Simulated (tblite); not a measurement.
# C2H14OSi5Zn: the cost of one run

Programs: tblite 0.8.0 and PySCF 2.14.0. All values are calculated, for the isolated system unless a continuum is named. Atoms count from 0, parts from 1.

## (1) Starting point

23 atoms, charge 0, multiplicity 1; geometry: distance geometry start.

## (2) Geometry optimisation with GFN2-xTB

Job settings and geometry (Å):

```
{"job": {"kind": "relax", "xc": "GFN2-xTB", "basis": "xTB"}, "charge": 0, "multiplicity": 1}
Si     0.966058    -1.235415     1.021837
Si     0.575516    -2.163422    -0.965179
Si    -1.557271    -1.801923    -1.516515
Si    -2.499301    -0.668341     0.157356
Si    -0.958774    -0.336158     1.709147
O     -0.735040     1.411598     1.954511
Zn    -0.705656     2.521820     0.759146
C     -0.390735     3.600130    -0.444242
C      0.246510     2.919681    -1.572712
H      1.946394    -0.244229     0.926939
H      1.354480    -2.234440     1.932911
H      0.832953    -3.565612    -0.914211
H      1.429474    -1.562398    -1.938458
H     -1.628145    -1.058443    -2.692197
H     -2.213757    -3.049601    -1.656441
H     -3.556565    -1.427149     0.688472
H     -2.980495     0.576508    -0.323377
H     -1.361456    -0.929650     2.939954
H     -1.280069     4.044189    -0.781294
H      0.233784     4.373151    -0.093560
H      0.285955     3.550449    -2.419819
H     -0.247843     2.062317    -1.805322
H      1.243421     2.695022    -1.324740
```

Method: GFN2-xTB geometry optimisation, gas phase.

Command:

```console
> OMP_NUM_THREADS=1 python cluster_run.py task.json out
```

One launch serves the whole session: the jobs run in the order shown.

Q: Estimate the wall time of this first job on 1 thread of Arm Neoverse V1, shared host.

About 15 s.
